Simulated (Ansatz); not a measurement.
**CHClNOSi radical: one species, many methods**

One table from this session's results is given with a row withheld; the runs are named, their logs left out.

Program: Ansatz 0.2.0, Gaussian basis. Level of theory: functionals in def2-TZVPP, the program's frozen cores in correlated methods. These are calculated values, not measurements.

Plan: LDA (SPW92), PBE-D4, revPBE-D4, BLYP-D4, r2SCAN-D4, B97M-V, PBE0-D4, B3LYP-D4, r2SCANh-D4, r2SCAN0-D4, HSE06-D4, BHLYP-D4, CAM-B3LYP-D4, LC-ωPBE, ωB97X-V, ωB97M-V, B2PLYP, PBE-QIDH; CCSD(T)/def2-SVP; CCSD(T)/def2-TZVPP; MP2/def2-QZVPP; extrapolation to the limit; RPA on PBE.

## The relaxed structure

All runs share one geometry, relaxed beforehand with PBE0-D4 in a triple-zeta def2 set.

6 atoms, charge 0, spin multiplicity 2.

Atoms are counted from 1 here; the program's logs count them from 0.

Bond lengths: O1–C2 1.161 Å, C2–N3 1.200 Å, N3–Si4 1.703 Å, Si4–Cl5 2.051 Å, Si4–H6 1.484 Å. Angles: O1–C2–N3 177.4°, C2–N3–Si4 153.5°, N3–Si4–Cl5 110.0°, N3–Si4–H6 107.4°, Cl5–Si4–H6 108.4°.

Coordinates:

```xyz
6
charge 0, multiplicity 2
O    -1.13205    1.77304    1.81439
C    -0.70009    0.91424    1.16326
N    -0.29472   -0.00422    0.50606
Si    0.84605   -0.77562   -0.49563
Cl    0.95741    0.18878   -2.30277
H     0.36550   -2.16022   -0.73152
```

The first run:

in.yaml

```yaml
crystal:
  periodic: [false, false, false]
  atoms:
    - {symbol: O, position_ang: [-1.132050, 1.773040, 1.814393]}
    - {symbol: C, position_ang: [-0.700091, 0.914242, 1.163265]}
    - {symbol: N, position_ang: [-0.294724, -0.004218, 0.506058]}
    - {symbol: Si, position_ang: [0.846054, -0.775620, -0.495628]}
    - {symbol: Cl, position_ang: [0.957411, 0.188780, -2.302766]}
    - {symbol: H, position_ang: [0.365500, -2.160222, -0.731522]}
basis:
  gaussian: {orbitals: def2-TZVPP}
magnetization: {spin_polarized: true, initial_magnetization: 1}
hamiltonian: {xc: lda}
output: {orbitals: {seedname: orbitals}}
```

Started as:

```console
$ ansatz run in.yaml --threads 4 --pin off --events-out ev --progress --plain --max-ram 10444MiB
```

Steps of the session up to this table: LDA; PBE-D4 (GGA); revPBE-D4 (GGA); BLYP-D4 (GGA); r2SCAN-D4 (meta-GGA); B97M-V (meta-GGA); PBE0-D4 (hybrid); B3LYP-D4 (hybrid); r2SCANh-D4 (hybrid); r2SCAN0-D4 (hybrid); HSE06-D4 (hybrid); BHLYP-D4 (hybrid); CAM-B3LYP-D4 (range-separated); LC-ωPBE (range-separated); ωB97X-V (range-separated); ωB97M-V (range-separated); B2PLYP (double hybrid); PBE-QIDH (double hybrid).

One table of the session follows, with a row left open; its other results are not shown here.

It belongs to the step «Frontier levels by functional». 

```
  functional  HOMO (eV)  LUMO (eV)  gap (eV)
 LDA (SPW92)      -5.44      -4.32      1.12
      PBE-D4      -5.45      -3.88      1.56
   revPBE-D4          ?          ?         ?
     BLYP-D4      -5.25      -3.91      1.34
   r2SCAN-D4      -5.81      -3.43      2.38
      B97M-V      -5.52      -3.98      1.54
     PBE0-D4      -6.63      -3.01      3.62
    B3LYP-D4      -6.36      -3.40      2.95
  r2SCANh-D4      -6.24      -3.14      3.10
  r2SCAN0-D4      -6.89      -2.71      4.18
    HSE06-D4      -6.24      -3.39      2.85
    BHLYP-D4      -7.65      -2.23      5.42
CAM-B3LYP-D4      -7.85      -2.14      5.71
     LC-ωPBE      -9.25      -0.72      8.54
     ωB97X-V      -8.74      -1.26      7.49
     ωB97M-V      -8.36      -1.38      6.98
```

Q: Estimate the row for revPBE-D4 from the others.

The run gave: HOMO (eV): -5.43; LUMO (eV): -3.74; gap (eV): 1.69. In the column «HOMO (eV)» it lies between LDA (SPW92) (-5.44) and BLYP-D4 (-5.25).
